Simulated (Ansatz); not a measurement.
# CH₆NOSbSi: a ladder of functionals and wavefunction methods

One table from this session's results is given with a row withheld; the runs are named, their logs left out.

The runs use Ansatz 0.2.0, Gaussian basis; functionals in def2-TZVPP, the program's frozen cores in correlated methods.

Plan: LDA (SPW92), PBE-D4, revPBE-D4, BLYP-D4, r2SCAN-D4, B97M-V, PBE0-D4, B3LYP-D4, r2SCANh-D4, r2SCAN0-D4, HSE06-D4, BHLYP-D4, CAM-B3LYP-D4, LC-ωPBE, ωB97X-V, ωB97M-V, B2PLYP, PBE-QIDH; CCSD(T)/def2-SVP; CCSD(T)/def2-TZVPP; MP2/def2-QZVPP; extrapolation to the limit; RPA on PBE.

**The geometry**

The geometry comes from an earlier relaxation with PBE0-D4 in a triple-zeta def2 set; it is a stationary point, not always the lowest conformer. Sb takes the def2 core potential; no spin-orbit term is included.

SMILES `[SiH3]O/C=[N]\[SbH2]`, 11 atoms, charge 0, spin multiplicity 1.

Atoms are counted from 1 here; the program's logs count them from 0.

Bond lengths: Si1–O2 1.667 Å, Si1–H6 1.477 Å, Si1–H7 1.485 Å, Si1–H8 1.485 Å, O2–C3 1.352 Å, C3–N4 1.250 Å, C3–H9 1.099 Å, N4–Sb5 2.065 Å, Sb5–H10 1.717 Å, Sb5–H11 1.717 Å. Angles: O2–Si1–H6 105.3°, O2–Si1–H7 110.0°, O2–Si1–H8 110.0°, H6–Si1–H7 111.1°, H6–Si1–H8 111.1°, H7–Si1–H8 109.3°, Si1–O2–C3 125.6°, O2–C3–N4 126.2°, O2–C3–H9 113.9°, N4–C3–H9 119.9°, C3–N4–Sb5 120.8°, N4–Sb5–H10 97.1°, N4–Sb5–H11 97.1°, H10–Sb5–H11 90.1°.

Set-up of the first run:

The input, in.yaml:

```yaml
crystal:
  periodic: [false, false, false]
  atoms:
    - {symbol: Si, position_ang: [-1.711082, 0.774272, 0.198134]}
    - {symbol: O, position_ang: [-0.223926, 0.040662, 0.023540]}
    - {symbol: C, position_ang: [0.965654, 0.680269, -0.041995]}
    - {symbol: N, position_ang: [2.086665, 0.142255, -0.171337]}
    - {symbol: Sb, position_ang: [2.266573, -1.910104, -0.308030]}
    - {symbol: H, position_ang: [-2.690622, -0.331342, 0.211485]}
    - {symbol: H, position_ang: [-1.754312, 1.541113, 1.468682]}
    - {symbol: H, position_ang: [-1.960952, 1.695296, -0.939226]}
    - {symbol: H, position_ang: [0.887212, 1.774019, 0.029349]}
    - {symbol: H, position_ang: [0.994369, -2.160410, -1.434000]}
    - {symbol: H, position_ang: [1.205822, -2.303030, 0.983999]}
basis:
  gaussian: {orbitals: def2-TZVPP}
hamiltonian: {xc: lda}
output: {orbitals: {seedname: orbitals}}
```

On the command line:

```bash
ansatz run in.yaml --threads 4 --pin off --events-out ev --progress --plain --max-ram 10444MiB
```

Steps of the session up to this table: LDA; PBE-D4 (GGA); revPBE-D4 (GGA); BLYP-D4 (GGA); r2SCAN-D4 (meta-GGA); B97M-V (meta-GGA); PBE0-D4 (hybrid); B3LYP-D4 (hybrid); r2SCANh-D4 (hybrid); r2SCAN0-D4 (hybrid); HSE06-D4 (hybrid); BHLYP-D4 (hybrid); CAM-B3LYP-D4 (range-separated); LC-ωPBE (range-separated); ωB97X-V (range-separated); ωB97M-V (range-separated); B2PLYP (double hybrid); PBE-QIDH (double hybrid).

One table of the session follows, with a row left open; its other results are not shown here.

It belongs to the step «Orbital energies across the functionals». 

```
  functional  HOMO (eV)  gap (eV)
 LDA (SPW92)      -6.16      4.49
      PBE-D4      -6.04      4.60
   revPBE-D4      -5.99      4.64
     BLYP-D4      -5.91      4.58
   r2SCAN-D4      -6.32      5.08
      B97M-V      -6.41      5.15
     PBE0-D4          ?         ?
    B3LYP-D4      -7.04      6.31
  r2SCANh-D4      -6.77      5.88
  r2SCAN0-D4      -7.40      7.01
    HSE06-D4      -6.82      5.95
    BHLYP-D4      -8.19      8.58
CAM-B3LYP-D4      -8.50      9.04
     LC-ωPBE      -9.75     11.40
     ωB97X-V      -9.46     10.98
     ωB97M-V      -9.37     10.63
```

Q: Estimate the row for PBE0-D4 from the others.

**Answer.** HOMO (eV): -7.22; gap (eV): 6.72. In the column «HOMO (eV)» it lies between r2SCAN0-D4 (-7.40) and B3LYP-D4 (-7.04).
